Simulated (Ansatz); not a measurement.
# CH5NSn: ladder of basis sets from a Python script

How does the energy of CH5NSn converge with the basis? Wanted for CH5NSn: a ladder of basis sets.

All numbers are computed with Ansatz 0.2.0 through its Python package. The levels of theory stand in the script.

## Step 1: Starting point

Bond lengths: C1–Sn2 2.080 Å, Sn2–N3 2.052 Å, C1–H4 1.068 Å, C1–H5 1.154 Å, C1–H6 1.140 Å, N3–H7 1.103 Å, N3–H8 1.002 Å. Angles: C1–Sn2–N3 107.9°, Sn2–C1–H4 110.7°, Sn2–C1–H5 111.5°, Sn2–C1–H6 112.2°, H4–C1–H5 105.9°, H4–C1–H6 111.5°, H5–C1–H6 104.7°, Sn2–N3–H7 105.2°, Sn2–N3–H8 107.0°, H7–N3–H8 104.7°.

The script holds or builds the structure itself.

## Step 2: The code

run_basis.py

```python
import ansatz

XC = "hf"

geometry_ang = [
    ("C", (-0.8118, 0.9951, -0.6387)),
    ("Sn", (1.0833, 0.4199, -0.0021)),
    ("N", (0.8847, -1.3025, 1.0959)),
    ("H", (-1.2395, 0.25, -1.2739)),
    ("H", (-0.7711, 1.9615, -1.2687)),
    ("H", (-1.5017, 1.246, 0.2332)),
    ("H", (1.9165, -1.6209, 1.3229)),
    ("H", (0.5318, -2.0062, 0.4757)),
]
system = ansatz.Crystal.molecule()
for symbol, xyz in geometry_ang:
    system = system.atom(symbol, xyz)

setup = system.calculation().functional(XC)

energies = {}
for basis in ["def2-SVP", "def2-SVPD", "def2-TZVP", "def2-TZVPP"]:
    data = setup.basis(gaussian=basis).run().report
    size = data["n_frozen"] + data["n_occupied"][0] + data["n_virtual"][0]
    energies[basis] = (data["reference_energy_ev"] / 27.211386246, data["free_energy_ev"] / 27.211386246)
    print(f"{basis:14s} {size:4d} orbitals  reference {energies[basis][0]:14.6f} Ha  total {energies[basis][1]:14.6f} Ha")

last = energies["def2-TZVPP"][1]
for basis, (_, total) in energies.items():
    print(f"{basis:14s} lies {27.211386 * (total - last):9.4f} eV above def2-TZVPP")
```

## Step 3: Launch

Launch:

```bash
$ python run_basis.py
```

Output:

```text
def2-SVP         79 orbitals  reference    -308.463867 Ha  total    -308.463867 Ha
def2-SVPD       112 orbitals  reference    -308.474579 Ha  total    -308.474579 Ha
def2-TZVP       142 orbitals  reference    -308.587952 Ha  total    -308.587952 Ha
def2-TZVPP      182 orbitals  reference    -308.590774 Ha  total    -308.590774 Ha
def2-SVP       lies    3.4533 eV above def2-TZVPP
def2-SVPD      lies    3.1618 eV above def2-TZVPP
def2-TZVP      lies    0.0768 eV above def2-TZVPP
def2-TZVPP     lies    0.0000 eV above def2-TZVPP
```

Run time: 5.6 s. Hardware: 1 thread of Arm Neoverse V1, shared host; peak memory 0.33 GiB.

Lines on the test bed's own set-up are left out of the output.

## Step 4: The engine's runs

The 4 runs, in the order started:

```
run       basis  energy (eV)  SCF cycles  CPU time (s)
  1    def2-SVP   -8393.7294          12          0.96
  2   def2-SVPD   -8394.0209          12           0.8
  3   def2-TZVP   -8397.1060          13           1.2
  4  def2-TZVPP   -8397.1828          13           1.9
```

## Step 5: Outcome

| quantity | value |
| --- | --- |
| runs compared | 4 |
| change of the total from set to set | -0.291, -3.085, -0.077 eV |

What this shows: Against def2-SVP: def2-SVPD -10.7 mHa, def2-TZVP -124.1 mHa and def2-TZVPP -126.9 mHa. The last step alone is -2.82 mHa (these two sets differ little on atoms other than hydrogen). From the first set to the last the time grows from 1.0 to 1.9 s. Notes:
- The drop along the ladder measures the basis error, and is no property of the molecule.
- The geometry is a force-field or estimated start, not a minimum of this method, and the last set is no limit. Much of the fall in a total is atomic energy, which cancels in bond and reaction energies.
- def2 sets replace the cores of elements past krypton by effective core potentials.
